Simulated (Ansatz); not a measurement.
Here is an Ansatz 0.2.0 calculation.

Contents of input.yaml:

```yaml
crystal:
  lattice:
    - [4.028168, 0.0, 0.0]
    - [0.0, 4.028168, 0.0]
    - [0.0, 0.0, 4.028168]
  atoms:
    - { symbol: Au, position: [0.5, 0.5, 0.0] }
    - { symbol: Au, position: [0.0, 0.5, 0.5] }
    - { symbol: Au, position: [0.5, 0.0, 0.5] }
    - { symbol: Ni, position: [0.0, 0.0, 0.0], spin: 1.0 }
kpoints:
  mp_grid: { grid: [7, 7, 7] }
scf:
  occupations: { method: fermi_dirac, width: 0.05 }
hamiltonian:
  xc: pbesol
  pseudopotentials: { kind: all_electron, lapw: { basis_error: 0.001 } }
magnetization:
  spin_polarized: true
output:
  forces: true
  stress: true
  eigenvalues: true
  populations: true
```

Potentials or basis: all-electron LAPW, scalar-relativistic.

The run is started by

```sh
$ ansatz run input.yaml --threads 4 --pin off --max-ram 12288MiB --backend cpu --events-out ev --progress --plain --runs-dir out
```

Task: Estimate the absolute moment.

Result: 0.00 μB per cell.

Task: Predict the band gap on the k mesh.

Result: None (metal or under the smearing width).

Caveat: the starting moments weren't kept. Spin-orbit coupling is left out, which matters for the levels of Au.
